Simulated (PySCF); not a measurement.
# C2H10GeNOSi: the cost of one run

Programs: PySCF 2.14.0, with routines of our own; each step states its level. All values are computed. Atoms count from 0.

### 1 The system as given

16 atoms, charge 0, multiplicity 2; geometry from: GFN2-xTB.

### 2 Open-shell or spin-flip excitations: unrestricted TDDFT B3LYP/def2-SVPD

Job settings and geometry (Å):

```
{"job": {"kind": "uabs", "xc": "B3LYP", "basis": "def2-SVPD", "nstates": 10, "tda": false}, "charge": 0, "multiplicity": 2}
C     -1.445622     0.826580     1.095428
C     -2.014200    -0.337527     0.297163
O     -1.133948    -0.808624    -0.691141
Ge     0.419897    -1.607752    -0.490112
N      1.678245    -0.521430     0.112379
Si     2.475921     0.961685     0.214285
H     -2.187350     1.189575     1.802597
H     -0.559127     0.498271     1.635820
H     -1.159889     1.632956     0.424668
H     -2.916382    -0.016626    -0.238602
H     -2.292982    -1.149820     0.980881
H      0.312420    -2.749893     0.490194
H      0.666631    -2.018194    -1.908853
H      3.893673     0.698763    -0.064425
H      1.939909     1.955620    -0.728864
H      2.315205     1.455362     1.592136
```

With the program's defaults for keys left out, this is: unrestricted TDDFT B3LYP/def2-SVPD, vertical, gas phase, core orbitals frozen in the response.

Started as:

```console
> OMP_NUM_THREADS=1 python excited_run.py task.json out
```

One launch serves the whole session: the jobs run in the order shown.

**Question.** How long does this job take on 1 thread of Arm Neoverse N1, shared host, and how much memory does it need?

About 3.6 min, with a peak of 0.83 GiB.
